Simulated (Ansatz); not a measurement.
F2H2OSi, SMILES O[SiH](F)F, harmonic frequencies at the relaxed geometry

Program: Ansatz 0.2.0 through its Python package.

Contents of `f2h2osi.xyz`:
```text
6

O     0.06070    1.12660   -0.54110
Si    0.11870   -0.23590    0.31320
F     0.72840   -1.33660   -0.66450
F    -1.29350   -0.66350    0.69190
H    -0.52070    1.07460   -1.37230
H     0.94850   -0.02920    1.52670
```

Notebook, run cell by cell (the value of a cell's last expression is shown):

```python
import ansatz as az
from ase import Atoms
from ase.thermochemistry import IdealGasThermo
import numpy as np
```

```python
system = az.Crystal.molecule_from_extxyz("f2h2osi.xyz")
```

```python
calc = system.calculation().basis(gaussian="6-31G*").functional("pbe0", dispersion="d4")
symbols = [site.symbol for site in system.cartesian_sites]
start = np.array([site.position_ang for site in system.cartesian_sites], dtype=float)
data = calc.relax(force_tolerance=0.003).run(threads=1).report
end = np.array(data["positions_ang"])
```

```python
print("final positions (A) and the move of each atom")
for symbol, xyz, old in zip(symbols, end, start):
    print(f"{symbol:2s} {xyz[0]:10.5f} {xyz[1]:10.5f} {xyz[2]:10.5f}   {np.linalg.norm(xyz - old):7.4f}")
```

    final positions (A) and the move of each atom
    O     0.03590    1.15533   -0.55340    0.0399
    Si    0.12349   -0.23764    0.28914    0.0246
    F     0.73288   -1.41155   -0.60391    0.0965
    F    -1.32861   -0.74119    0.71904    0.0895
    H    -0.48124    1.16795   -1.36725    0.1015
    H     0.95967    0.00310    1.47028    0.0660

```python
minimum = az.Crystal.molecule()
for symbol, place in zip(symbols, end):
    minimum = minimum.atom(symbol, place.tolist())
vibrating = minimum.calculation()
vibrating = vibrating.basis(gaussian="6-31G*")
vibrating = vibrating.functional("pbe0", dispersion="d4")
vibrating = vibrating.phonons(temperatures=(298.15, 498.15, 100))
vib = vibrating.run(threads=1).report["vibrations"]
sums = vib["harmonic_sums"]
modes = [m["omega_inv_cm"] for m in sums["modes_at_gamma"] if m["rigid_motion"] == "no"]
for number, w in enumerate(modes, start=1):
    print(f"mode {number:2d} {w:9.1f} 1/cm {w / 8065.544 * 1000:8.2f} meV")
print("imaginary modes:", sum(w < 0 for w in modes), " zero-point energy:", round(sums["zero_point_energy_ev"], 4), "eV")
gas = IdealGasThermo(vib_energies=[w / 8065.544 for w in modes if w > 0], geometry="linear" if len(modes) == 3 * len(symbols) - 5 else "nonlinear",
                     atoms=Atoms(symbols, positions=end), symmetrynumber=1, spin=0.0)
print(f"H(298 K) - E = {gas.get_enthalpy(298.15, verbose=False):.4f} eV")
print(f"S(298 K, 1 bar) = {96485.33 * gas.get_entropy(298.15, 1e5, verbose=False):.1f} J/(mol K) with symmetry number 1")
```

    mode  1     172.9 1/cm    21.44 meV
    mode  2     308.5 1/cm    38.24 meV
    mode  3     343.7 1/cm    42.61 meV
    mode  4     392.9 1/cm    48.72 meV
    mode  5     792.2 1/cm    98.22 meV
    mode  6     849.7 1/cm   105.35 meV
    mode  7     850.2 1/cm   105.42 meV
    mode  8     912.9 1/cm   113.19 meV
    mode  9    1002.1 1/cm   124.24 meV
    mode 10    1013.3 1/cm   125.63 meV
    mode 11    2401.5 1/cm   297.75 meV
    mode 12    3873.6 1/cm   480.27 meV
    imaginary modes: 0  zero-point energy: 0.8005 eV
    H(298 K) - E = 0.9586 eV
    S(298 K, 1 bar) = 297.0 J/(mol K) with symmetry number 1

Reading the output:
- The frequencies are harmonic and unscaled, in a modest basis.
- The result belongs to the one conformer reached from this start, and soft torsions count as harmonic oscillators.
- The entropy takes a symmetry number of 1; a symmetric molecule's is lower by R ln(sigma).
- It ran for 71 s on 1 thread of Arm Neoverse V1 (shared host), peak memory 0.25 GiB.
